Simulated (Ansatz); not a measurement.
# AlH7OSi2: vertical energies of changing the electron count in Python

Wanted for AlH7OSi2: vertical energies of changing the electron count.

Program: Ansatz 0.2.0, driven from Python. Level of theory: r2SCAN/aug-cc-pVDZ. These are calculated values, not measurements.

## Step 1: The system

Bond lengths: Al1–Si2 2.291 Å, Si2–O3 1.714 Å, O3–Si4 1.800 Å, Al1–H5 1.637 Å, Al1–H6 1.651 Å, Si2–H7 1.495 Å, Si2–H8 1.438 Å, Si4–H9 1.395 Å, Si4–H10 1.520 Å, Si4–H11 1.435 Å. Angles (14 of 16 angles, heavy atoms first): Al1–Si2–O3 107.8°, Si2–O3–Si4 105.6°, Al1–Si2–H7 109.2°, Al1–Si2–H8 109.8°, O3–Si2–H7 110.5°, O3–Si2–H8 110.0°, Si2–Al1–H5 119.1°, Si2–Al1–H6 118.9°, O3–Si4–H9 109.0°, O3–Si4–H10 105.8°, O3–Si4–H11 110.3°, H7–Si2–H8 109.5°, H5–Al1–H6 110.9°, H9–Si4–H10 109.4°.

No structure file is read: the coordinates are typed or built in the script.

## Step 2: Script

File ip_alh7osi2.py:

```python
import ansatz


def energy(molecule, charge=0, unpaired=0):
    calc = (
        molecule.calculation()
        .basis(gaussian='aug-cc-pVDZ')
        .functional('r2SCAN')
    )
    if charge:
        calc = calc.charge(charge)
    if unpaired:
        calc = calc.spin('collinear', total=unpaired)
    return calc.run().report['free_energy_ev']

geometry_ang = [
    ('Al', (-2.2374, 1.4815, -0.2075)),
    ('Si', (-0.4801, 0.1835, 0.4822)),
    ('O', (0.3845, -0.3116, -0.913)),
    ('Si', (1.7834, -1.2667, -0.3036)),
    ('H', (-2.5918, 1.5604, -1.8034)),
    ('H', (-2.4896, 2.9392, 0.5259)),
    ('H', (0.4004, 0.9867, 1.3854)),
    ('H', (-0.9728, -0.9671, 1.1909)),
    ('H', (2.5274, -1.7275, -1.3894)),
    ('H', (1.1848, -2.4514, 0.4362)),
    ('H', (2.5565, -0.4839, 0.6171)),
]
alh7osi2 = ansatz.Crystal.molecule()
for symbol, xyz in geometry_ang:
    alh7osi2 = alh7osi2.atom(symbol, xyz)

parent = energy(alh7osi2, 0, 0)
cation = energy(alh7osi2, 1, 1)
print(f'E(N)   = {parent:.5f} eV')
print(f'E(N-1) = {cation:.5f} eV  (1 unpaired)')
print(f'vertical ionisation energy {cation - parent:.3f} eV')
```

## Step 3: The run

Started as:

```
> python ip_alh7osi2.py
```

What it wrote:

```text
E(N)   = -24509.97493 eV
E(N-1) = -24500.69020 eV  (1 unpaired)
vertical ionisation energy 9.285 eV
```

It took 1.7 min on 1 thread of Arm Neoverse V1, shared host; peak memory 0.53 GiB.

Lines on the test bed's own set-up are left out of the output.

## Step 4: The engine's runs

From the records of these 2 runs:

```
run               system  unpaired or total moment  energy (eV)  <S²>  SCF cycles  CPU time (s)
  1             AlH7OSi2                   not set  -24509.9749  0.00          18            18
  2  AlH7OSi2, charge +1                         1  -24500.6902  0.76          71            83
```

Totals carry meaning only in balanced differences at one level of theory.

## Step 5: Results

| quantity | value |
| --- | --- |
| vertical ionisation energy | 9.285 eV |
| runs compared | 2 |

The ionisation energy is a difference of two total energies at the neutral geometry. At this unrelaxed geometry removing an electron costs 9.28 eV. The geometry is a force-field or estimated start, not a minimum of this method, and the basis set is short of its limit. All parts are taken at fixed geometry, without zero-point energy. At an unrelaxed start these energies can be a whole eV from those at the minimum, and a small affinity can change sign.
